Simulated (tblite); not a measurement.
# C7H10OSi: the cost of one run

Programs: tblite 0.8.0 and PySCF 2.14.0, with density-fitted response routines of our own. Each step states its level of theory. These are calculated values for one molecule in the gas phase, unless marked as measured. Atoms are numbered from 0 throughout.

### 1 Starting geometry

19 atoms, charge 0, multiplicity 1; geometry from: force field or distance geometry start.

Bonds of the start (Å): C0–C1 1.34, C1–C2 1.44, C2–C3 1.34, C3–C4 1.47, C4–C5 1.31, C5–C6 1.49, C5–O7 1.40, O7–Si8 1.76, C4–C1 1.47, C0–H9 1.07, C0–H10 1.09, C2–H11 1.09, C3–H12 1.08, C6–H13 1.11, C6–H14 1.12, C6–H15 1.09, Si8–H16 1.49, Si8–H17 1.47, Si8–H18 1.44.

### 2 Optimising the geometry with GFN2-xTB

The job: settings as JSON, then the geometry in Å.

```
{"job": {"kind": "relax", "xc": "GFN2-xTB", "basis": "xTB"}, "charge": 0, "multiplicity": 1}
C     -1.907800    -1.875000    -0.422100
C     -1.826500    -0.542400    -0.358200
C     -2.638300     0.613900    -0.644400
C     -1.689900     1.472100    -0.251000
C     -0.779300     0.374000     0.100300
C      0.444300     0.325900     0.579400
C      1.244800     1.533600     0.927600
O      1.024900    -0.933600     0.780500
Si     2.460500    -1.237600    -0.188200
H     -2.807900    -2.337700    -0.783600
H     -1.095900    -2.526000    -0.111000
H     -3.650900     0.737700    -1.042200
H     -1.591700     2.547900    -0.162900
H      0.591500     2.423300     0.778300
H      1.634800     1.493100     1.979900
H      2.094800     1.671400     0.256300
H      2.241000    -0.499400    -1.464200
H      3.593500    -0.590600     0.480600
H      2.648300    -2.641200    -0.462600
```

The run is started by

```console
OMP_NUM_THREADS=1 python probes_run.py task.json out
```

The driver reads the jobs from task.json and runs them one after another.

**Question.** How long does this first job take on 1 thread of AMD EPYC, shared host, and how much memory does it need?

About 4 s, with a peak of 0.18 GiB.
